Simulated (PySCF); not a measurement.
# C7H16N2Si: the cost of one run

Programs: PySCF 2.14.0, with routines of our own; each step states its level. All values are computed. Atoms count from 0.

## 1. The system as given

26 atoms, charge 0, multiplicity 1; geometry from: GFN2-xTB.

## 2. Magnetic properties: GIAO PBE/pcSseg-1

Job settings and geometry (Å):

```
{"job": {"kind": "mag", "xc": "PBE", "basis": "pcSseg-1", "isotopologues": 0}, "charge": 0, "multiplicity": 1}
Si     2.407113     1.300850     0.644970
C      2.032600    -0.574925     0.718560
C      2.075733    -1.279887    -0.644581
C      0.651798    -1.058133    -1.162564
N     -0.185258    -0.838910     0.026256
C     -0.996269     0.354504    -0.047337
C     -2.122878     0.303692    -1.094271
C     -3.124136     0.733624    -0.012326
C     -2.057234     0.468516     1.059747
N      0.658394    -0.801820     1.180830
H      3.857707     1.470866     0.770528
H      1.693257     1.957503     1.734317
H      2.012724     1.862239    -0.650944
H      2.717563    -1.045943     1.428507
H      2.272835    -2.347539    -0.518240
H      2.826342    -0.865233    -1.314935
H      0.609201    -0.187051    -1.825260
H      0.275881    -1.927227    -1.709444
H     -0.386252     1.267981    -0.130184
H     -2.017852     0.968829    -1.949049
H     -2.293206    -0.711197    -1.445341
H     -3.396381     1.784692    -0.085550
H     -4.031894     0.138635     0.059508
H     -2.195501    -0.480905     1.569342
H     -1.897612     1.252525     1.795061
H      0.592281    -1.723073     1.615675
```

Method: GIAO PBE/pcSseg-1 magnetisability, rotational g tensor and spin-rotation constants, non-relativistic, gas phase.

On the command line:

```sh
$ OMP_NUM_THREADS=1 python excited_run.py task.json out
```

The driver reads the jobs from task.json and runs them one after another.

**Question.** How long does this first job take on 1 thread of Intel Xeon at 2.70GHz, shared host, and how much memory does it need?

About 3.4 min, with a peak of 1.1 GiB.
